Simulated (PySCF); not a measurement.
# GeHF: structure of the triplet

The task is one start of a wider search on GeHF: the triplet, from a linear start. It is relaxed, tested by its Hessian and followed downhill if it is a saddle.

Program: PySCF 2.14.0. Level of theory: PBE0, basis Ge def2-TZVP, H def2-TZVP, F def2-TZVP, no relativity, density fitting. These are calculated values, not measurements.

### Step 1. Starting geometry

3 atoms, charge 0, spin multiplicity 3.

Bond lengths: Ge1–H2 1.530 Å, Ge1–F3 1.850 Å. Angles: H2–Ge1–F3 180.0°.

Z-matrix (Å, degrees; charge 0 multiplicity 3):
```
Ge
H  1 1.5300
F  1 1.8500 2 180.00
```

### Step 2. Finding the electronic state

The steps below are one call of a driver around PySCF. For each, scf.py gives the equivalent set-up of the SCF; relaxations use the driver's own optimiser. After this first run the driver tries any further starts and a stability analysis.

Input file scf.py:

```python
from pyscf import gto, scf, dft
mol = gto.M(atom='''
Ge     0.000000     0.000000     0.000000
H      0.000000     0.000000    -1.530000
F      0.000000     0.000000     1.850000''',
    basis={'Ge': 'def2-TZVP', 'H': 'def2-TZVP', 'F': 'def2-TZVP'},
    charge=0, spin=2)
mf = dft.UKS(mol, xc='PBE0')
mf.grids.atom_grid = (50, 194)
aux = {'Ge': 'def2-universal-JKFIT', 'H': 'def2-universal-JKFIT', 'F': 'def2-universal-JKFIT'}
mf = mf.density_fit(auxbasis=aux)
mf.conv_tol = 1e-08
mf.diis_space = 10
mf.max_cycle = 60
mf.init_guess = 'minao'
mf.verbose = 4
mf.kernel()
```

The run is started by

```
$ OMP_NUM_THREADS=2 python axn.py task.json out
```

Output:

```text
init E= -2176.36788989756
[... the frontier-level lines of each cycle are left out ...]
cycle= 1 E= -2176.9059857731  delta_E= -0.538  |g|= 0.635  |ddm|= 1.35
cycle= 2 E= -2175.81957221532  delta_E= 1.09  |g|= 1.84  |ddm|= 1.19
cycle= 3 E= -2177.00484131176  delta_E= -1.19  |g|= 0.255  |ddm|= 0.978
cycle= 4 E= -2177.0194239144  delta_E= -0.0146  |g|= 0.078  |ddm|= 0.19
cycle= 5 E= -2177.02078582417  delta_E= -0.00136  |g|= 0.0177  |ddm|= 0.0463
cycle= 6 E= -2177.02093722272  delta_E= -0.000151  |g|= 0.00194  |ddm|= 0.0158
cycle= 7 E= -2177.02094104319  delta_E= -3.82e-06  |g|= 0.000781  |ddm|= 0.00417
cycle= 8 E= -2177.02094161966  delta_E= -5.76e-07  |g|= 0.000246  |ddm|= 0.00164
cycle= 9 E= -2177.02094168482  delta_E= -6.52e-08  |g|= 8.59e-05  |ddm|= 0.000464
cycle= 10 E= -2177.0209416917  delta_E= -6.88e-09  |g|= 2.15e-05  |ddm|= 0.000156
Extra cycle  E= -2177.02094169165  delta_E= 4.82e-11  |g|= 3.53e-05  |ddm|= 6.1e-05
converged SCF energy = -2177.02094169165  <S^2> = 2.0066866  2S+1 = 3.0044544
```

This step, with its further starts and checks, ran for 8.6 s (2 threads of Arm Neoverse V1, shared host).

Energies from each starting density:

```
                      start   energy (Eh)
    the minimal-basis guess  -2177.020942
a thermally smeared density  -2177.020942
      a smeared PBE density  -2177.020942
```

No lower solution of this spin turned up from the other starts or in the test of internal stability.

### Step 3. Relaxation: linear start, triplet

The program finds C∞v symmetry in the start, which this walk keeps. Threshold on the gradient: 0.0003 Eh/bohr, with a further test on the energy change.

scf.py: that of step 2 with these lines changed.

```diff
@@ -3,3 +3,3 @@
-Ge     0.000000     0.000000     0.000000
-H      0.000000     0.000000    -1.530000
-F      0.000000     0.000000     1.850000''',
+Ge     0.000000     0.000000    -0.357777
+H      0.000000     0.000000    -1.887777
+F      0.000000     0.000000     1.492223''',
@@ -15 +14,0 @@
-mf.init_guess = 'minao'
```

Steps of the walk:

| step | energy (Eh) | change (kJ/mol) | largest symmetric gradient (Eh/bohr) |
| --- | --- | --- | --- |
| 0 | -2177.020942 | 0.00 | 0.05110 |
| 1 | -2177.026058 | -13.43 | 0.02464 |
| 2 | -2177.028323 | -19.38 | 0.00820 |
| 3 | -2177.028870 | -20.82 | 0.00295 |
| 4 | -2177.028976 | -21.10 | 0.00079 |
| 5 | -2177.028986 | -21.12 | 0.00012 |
| 6 | -2177.028986 | -21.12 | 0.00001 |

The walk took 9.7 s.

Geometry (Å) and forces (eV/Å) at some steps:

```
step 0
Ge   0.000   0.000  -0.358   0.000   0.000   2.628
H    0.000   0.000  -1.888   0.000   0.000  -2.016
F    0.000   0.000   1.492   0.000   0.000  -0.612
step 1
Ge   0.000   0.000  -0.318   0.000   0.000   1.267
H    0.000   0.000  -1.931   0.000   0.000  -1.041
F    0.000   0.000   1.496   0.000   0.000  -0.226
step 3
Ge   0.000   0.000  -0.263   0.000   0.000   0.147
H    0.000   0.000  -2.015   0.000   0.000  -0.152
F    0.000   0.000   1.525   0.000   0.000   0.004
step 6
Ge   0.000   0.000  -0.248   0.000   0.000   0.001
H    0.000   0.000  -2.043   0.000   0.000   0.000
F    0.000   0.000   1.538   0.000   0.000   0.000
```

After 6 steps and 21.1 kJ/mol it ends at C∞v: Ge–F 1.785 Å, Ge–H 1.796 Å; F–Ge–H 180.0°.

### Step 4. Frequencies

The point is checked on the finer grid, and tightened if its gradient asks for it. The Hessian and the dipole derivatives come from central differences of analytic gradients, with steps of 0.02 bohr.

scf.py: that of step 3 with these lines changed.

```diff
@@ -3,3 +3,3 @@
-Ge     0.000000     0.000000    -0.357777
-H      0.000000     0.000000    -1.887777
-F      0.000000     0.000000     1.492223''',
+Ge     0.000000    -0.000000    -0.341870
+H      0.000000     0.000000    -2.137704
+F      0.000000    -0.000000     1.443475''',
@@ -9 +9 @@
-mf.grids.atom_grid = (50, 194)
+mf.grids.atom_grid = (75, 302)
@@ -12 +12 @@
-mf.conv_tol = 1e-08
+mf.conv_tol = 1e-10
```

This SCF starts from the last density.

Log of the central SCF (cycles and frontier levels):

```text
init E= -2177.02893159408
[... the frontier-level lines of each cycle are left out ...]
cycle= 1 E= -2177.02893159409  delta_E= -1.32e-11  |g|= 5.75e-06  |ddm|= 5.21e-06
Extra cycle  E= -2177.02893159407  delta_E= 1.86e-11  |g|= 7.37e-06  |ddm|= 5.3e-06
converged SCF energy = -2177.02893159407  <S^2> = 2.0095639  2S+1 = 3.0063692
```

The whole step took 67 s.

Geometry: C∞v; Ge–F 1.785 Å, Ge–H 1.796 Å; F–Ge–H 180.0°.

Harmonic modes (main isotopes):

```tsv
ω (cm⁻¹)	IR (km/mol)	type
674i	21.5	bend
537	20.2	bend
587	124	stretch
908	1.0	stretch
```

1 mode is imaginary, the largest at 674i cm⁻¹: a saddle point, not a minimum.

Here the density breaks the symmetry of the frame, and no labels are given; pairs that should be degenerate can split.

Constants and moments:

* Dipole moment: 1.71 D
* Highest occupied level: -5.50 eV
* Lowest empty level: -3.42 eV
* Rotational constants: 0.3191 cm⁻¹
* Zero-point energy (real modes): 12.2 kJ/mol
* Principal polarisabilities: 28.1, 28.3, 47.1 bohr³
* Atomisation energy without zero-point energy: 516 kJ/mol
* Principal traceless quadrupole moments about the centre of mass: -4.79, -1.05, 5.85 D Å
* Spin squared ⟨S²⟩: 2.010

Populations by atom (charges in e):

```csv
atom,Mulliken,Löwdin,polar tensor,spin (Mulliken),Mayer order to Ge1
Ge1,0.32,0.23,0.58,1.26,–
H2,0.04,-0.01,-0.02,0.62,0.51
F3,-0.36,-0.22,-0.57,0.12,0.89
```

Outer orbital energies (eV). α occupied: -34.65, -31.91, -15.36, -12.50, -11.73, -11.57, -7.15, -5.50; empty: -3.42, 1.98, 4.64, 4.74. β occupied: -34.70, -34.61, -34.51, -31.44, -14.15, -11.43, -11.20, -10.96; empty: -2.99, -2.63, -1.73, 2.99.

Mulliken populations on Ge1: s 7.82, p 13.64, d 10.18, f 0.04.

### Step 5. Downhill along the imaginary mode

The start is the last point, displaced along its most imaginary mode.

The program finds Cs symmetry in the start, which this walk keeps.

scf.py: that of step 4 with these lines changed.

```diff
@@ -3,3 +3,3 @@
-Ge     0.000000    -0.000000    -0.341870
-H      0.000000     0.000000    -2.137704
-F      0.000000    -0.000000     1.443475''',
+Ge     0.002696     0.001872    -0.341847
+H     -0.098574    -0.068434    -2.137681
+F     -0.005260    -0.003652     1.443497''',
@@ -9 +9 @@
-mf.grids.atom_grid = (75, 302)
+mf.grids.atom_grid = (50, 194)
@@ -12 +12 @@
-mf.conv_tol = 1e-10
+mf.conv_tol = 1e-08
```

Energy and gradient, step by step:

```csv
step,energy (Eh),change (kJ/mol),largest symmetric gradient (Eh/bohr)
0,-2177.029462,0.00,0.00608
1,-2177.032926,-9.10,0.01384
2,-2177.042587,-34.46,0.02373
3,-2177.047413,-47.13,0.04383
4,-2177.056221,-70.26,0.02806
5,-2177.064365,-91.64,0.02887
6,-2177.067567,-100.05,0.00615
7,-2177.067930,-101.00,0.00279
8,-2177.067943,-101.03,0.00044
9,-2177.067943,-101.03,0.00002
```

The walk took 15 s.

Geometry (Å) and forces (eV/Å) at some steps:

```
step 0
Ge   0.003   0.002  -0.342   0.313   0.217  -0.032
H   -0.099  -0.068  -2.138  -0.154  -0.107   0.072
F   -0.005  -0.004   1.444  -0.159  -0.110  -0.040
step 1
Ge   0.077   0.053  -0.345   0.712   0.495  -0.137
H   -0.135  -0.094  -2.127  -0.339  -0.235   0.432
F   -0.043  -0.030   1.437  -0.372  -0.260  -0.295
step 5
Ge   0.381   0.264  -0.412   1.166   0.834  -1.418
H   -0.269  -0.187  -1.736  -0.339  -0.234  -0.067
F   -0.213  -0.148   1.111  -0.827  -0.599   1.485
step 9
Ge   0.462   0.321  -0.432  -0.006   0.011  -0.002
H   -0.307  -0.213  -1.682  -0.004  -0.001   0.001
F   -0.256  -0.178   1.078   0.011  -0.010   0.001
```

After 9 steps and 101.0 kJ/mol it ends at Cs: Ge–F 1.745 Å, Ge–H 1.562 Å; F–Ge–H 113.1°.

### Step 6. Vibrations and properties at this point

The same treatment as at the point before.

scf.py: that of step 5 with these lines changed.

```diff
@@ -3,3 +3,3 @@
-Ge     0.002696     0.001872    -0.341847
-H     -0.098574    -0.068434    -2.137681
-F     -0.005260    -0.003652     1.443497''',
+Ge     0.154227     0.107070    -0.292062
+H     -0.615759    -0.427485    -1.541189
+F     -0.565238    -0.392411     1.217336''',
@@ -9 +9 @@
-mf.grids.atom_grid = (50, 194)
+mf.grids.atom_grid = (75, 302)
@@ -12 +12 @@
-mf.conv_tol = 1e-08
+mf.conv_tol = 1e-10
```

SCF at the final geometry:

```text
init E= -2177.06793860443
[... the frontier-level lines of each cycle are left out ...]
cycle= 1 E= -2177.06793860442  delta_E= 6.37e-12  |g|= 4.11e-06  |ddm|= 3.73e-06
Extra cycle  E= -2177.06793860441  delta_E= 1.64e-11  |g|= 4.9e-06  |ddm|= 3.62e-06
converged SCF energy = -2177.06793860441  <S^2> = 2.0037033  2S+1 = 3.0024679
```

The whole step ran for 33 s (2 threads of Arm Neoverse V1, shared host).

Geometry: Cs; Ge–F 1.745 Å, Ge–H 1.562 Å; F–Ge–H 113.0°.

Modes, for the most abundant isotopes:

```tsv
symmetry	ω (cm⁻¹)	IR (km/mol)	μ (u)
a'	566	13.3	1.08
a'	687	84.6	21.86
a'	1923	11.6	1.02
```

All wavenumbers are real: a minimum.

Constants and moments:

```
Dipole moment                                                   : 1.91 D
Highest occupied level                                          : -5.42 eV
Lowest empty level                                              : -4.40 eV
Rotational constants                                            : 8.354, 0.3587, 0.3439 cm⁻¹
Zero-point energy                                               : 19.0 kJ/mol
Principal polarisabilities                                      : 29.1, 29.3, 35.2 bohr³
Atomisation energy without zero-point energy                    : 618 kJ/mol
Principal traceless quadrupole moments about the centre of mass : -1.95, -1.21, 3.17 D Å
Entropy at 298.15 K and 1 bar (electronic part: spin only)      : 261.8 J/(mol K)
Heat capacity Cp at 298.15 K                                    : 41.5 J/(mol K)
Enthalpy at 298.15 K above 0 K                                  : 10.70 kJ/mol
Rotational symmetry number                                      : 1
Spin squared ⟨S²⟩                                               : 2.004
```

Populations by atom (charges in e):

| atom | Mulliken | Löwdin | polar tensor | spin (Mulliken) | Mayer order to Ge1 |
| --- | --- | --- | --- | --- | --- |
| Ge1 | 0.25 | 0.19 | 0.61 | 1.66 | – |
| H2 | 0.09 | -0.02 | -0.05 | 0.25 | 0.87 |
| F3 | -0.35 | -0.17 | -0.55 | 0.09 | 0.95 |

Mulliken populations on Ge1: s 7.54, p 14.00, d 10.16, f 0.04.

### Step 7. All stationary points

| spin | group | bonds | imaginary modes (cm⁻¹) | ΔE (kJ/mol) | with zero-point energy |
| --- | --- | --- | --- | --- | --- |
| triplet | Cs | Ge–F 1.745 Å, Ge–H 1.562 Å | none | 0.0 | 0.0 |
| triplet | C∞v (density of lower symmetry) | Ge–F 1.785 Å, Ge–H 1.796 Å | 674i | 102.4 | – |

### Step 8. Results

```
                                          quantity                                      value
                                           minimum                                triplet, Cs
                                          geometry  Ge–F 1.745 Å, Ge–H 1.562 Å; F–Ge–H 113.0°
                                wavenumbers (cm⁻¹)              566 (a'), 687 (a'), 1923 (a')
                                     dipole moment                                     1.91 D
highest occupied, lowest empty level (either spin)                            -5.42, -4.40 eV
                        polar-tensor charge of Ge1                                    +0.61 e
                                 zero-point energy                                19.0 kJ/mol
                               entropy at 298.15 K                            261.8 J/(mol K)
         atomisation energy (no zero-point energy)                                 618 kJ/mol
                                              ⟨S²⟩                                      2.004
```

In words: From C∞v at the start the molecule goes to a Cs minimum, after a stop at a saddle point 102.4 kJ/mol higher, from which it was pushed off along an imaginary mode. The strongest infrared band lies at 687 cm⁻¹ (a', stretch). Most of the spin sits on Ge1 (Mulliken spin 1.66, against 2 for the whole molecule). Other starts or spin states, not run here, may lie lower.

The search up to here took 2.2 min.
